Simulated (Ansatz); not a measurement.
# C₂H₆FNO₂W: a ladder of functionals and wavefunction methods

The task here is to estimate one member of a computed series from the others.

Method: functionals in def2-TZVPP, the program's frozen cores in correlated methods; program: Ansatz 0.2.0, Gaussian basis.

Plan: LDA (SPW92), PBE-D4, revPBE-D4, BLYP-D4, r2SCAN-D4, B97M-V, PBE0-D4, B3LYP-D4, r2SCANh-D4, r2SCAN0-D4, HSE06-D4, BHLYP-D4, CAM-B3LYP-D4, LC-ωPBE, ωB97X-V, ωB97M-V, B2PLYP, PBE-QIDH; CCSD(T)/def2-SVP; CCSD(T)/def2-TZVPP; MP2/def2-QZVPP; extrapolation to the limit; RPA on PBE.

**The geometry**

The geometry comes from an earlier relaxation with PBE0-D4 in a triple-zeta def2 set; it is a stationary point, not always the lowest conformer. W takes the def2 core potential; no spin-orbit term is included.

SMILES `C[N]=[W](=[O])([F])[O]C`, 13 atoms, charge 0, spin multiplicity 1.

Atoms are counted from 1 here; the program's logs count them from 0.

Bond lengths: C1–N2 1.420 Å, C1–H8 1.094 Å, C1–H9 1.095 Å, C1–H10 1.096 Å, N2–W3 1.744 Å, W3–O4 1.708 Å, W3–F5 1.877 Å, W3–O6 1.865 Å, O6–C7 1.406 Å, C7–H11 1.092 Å, C7–H12 1.093 Å, C7–H13 1.093 Å. Angles: N2–C1–H8 110.2°, N2–C1–H9 110.3°, N2–C1–H10 111.5°, H8–C1–H9 107.6°, H8–C1–H10 108.7°, H9–C1–H10 108.5°, C1–N2–W3 154.9°, N2–W3–O4 108.0°, N2–W3–F5 108.5°, N2–W3–O6 107.6°, O4–W3–F5 110.8°, O4–W3–O6 109.4°, F5–W3–O6 112.3°, W3–O6–C7 137.6°, O6–C7–H11 108.8°, O6–C7–H12 111.0°, O6–C7–H13 109.5°, H11–C7–H12 109.3° and more.

The first run:

in.yaml reads:

```yaml
crystal:
  periodic: [false, false, false]
  atoms:
    - {symbol: C, position_ang: [0.741379, -2.010654, 0.947791]}
    - {symbol: N, position_ang: [0.754384, -0.630694, 0.615040]}
    - {symbol: W, position_ang: [0.376443, 1.054888, 0.854864]}
    - {symbol: O, position_ang: [-0.578864, 1.185776, 2.265023]}
    - {symbol: F, position_ang: [1.984742, 2.003528, 1.048798]}
    - {symbol: O, position_ang: [-0.611878, 1.628213, -0.619586]}
    - {symbol: C, position_ang: [-1.116800, 1.076374, -1.810640]}
    - {symbol: H, position_ang: [1.762870, -2.371036, 1.104355]}
    - {symbol: H, position_ang: [0.306304, -2.593651, 0.129902]}
    - {symbol: H, position_ang: [0.159897, -2.199689, 1.856869]}
    - {symbol: H, position_ang: [-0.908347, 1.764900, -2.632667]}
    - {symbol: H, position_ang: [-0.651266, 0.110010, -2.022943]}
    - {symbol: H, position_ang: [-2.198365, 0.947233, -1.722107]}
basis:
  gaussian: {orbitals: def2-TZVPP}
hamiltonian: {xc: lda}
output: {orbitals: {seedname: orbitals}}
```

Command:

```console
$ ansatz run in.yaml --threads 2 --pin off --events-out ev --progress --plain --max-ram 32768MiB --backend cuda --devices 0, --max-vram 18GiB
```

Among the steps run: LDA; PBE-D4 (GGA); revPBE-D4 (GGA); BLYP-D4 (GGA); r2SCAN-D4 (meta-GGA); B97M-V (meta-GGA); PBE0-D4 (hybrid); B3LYP-D4 (hybrid); r2SCANh-D4 (hybrid); r2SCAN0-D4 (hybrid); HSE06-D4 (hybrid); BHLYP-D4 (hybrid); CAM-B3LYP-D4 (range-separated); LC-ωPBE (range-separated); ωB97X-V (range-separated); ωB97M-V (range-separated); B2PLYP (double hybrid); PBE-QIDH (double hybrid).

One of the session's tables, all rows but one given; the rest of the session is left out.

| functional | HOMO (eV) | gap (eV) |
| --- | --- | --- |
| LDA (SPW92) | -6.45 | 4.35 |
| PBE-D4 | -6.26 | 4.41 |
| revPBE-D4 | -6.18 | 4.43 |
| BLYP-D4 | -6.15 | 4.38 |
| r2SCAN-D4 | ? | ? |
| B97M-V | -6.62 | 4.88 |
| PBE0-D4 | -7.64 | 6.57 |
| B3LYP-D4 | -7.42 | 6.10 |
| r2SCANh-D4 | -7.05 | 5.60 |
| r2SCAN0-D4 | -7.83 | 6.83 |
| HSE06-D4 | -7.23 | 5.79 |
| BHLYP-D4 | -8.94 | 8.77 |
| CAM-B3LYP-D4 | -9.00 | 8.99 |
| LC-ωPBE | -10.28 | 11.47 |
| ωB97X-V | -9.96 | 11.05 |
| ωB97M-V | -9.89 | 10.91 |

Estimate the missing values for r2SCAN-D4.

Worked estimate for «HOMO (eV)». Against the share of exact exchange, r2SCANh-D4 (0.1, -7.05), r2SCAN0-D4 (0.25, -7.83) give a slope of -5.20 per unit share; at 0 the line stands at -6.53.

The run gave: HOMO (eV): -6.54; gap (eV): 4.79. In «HOMO (eV)» the line misses by +0.01.
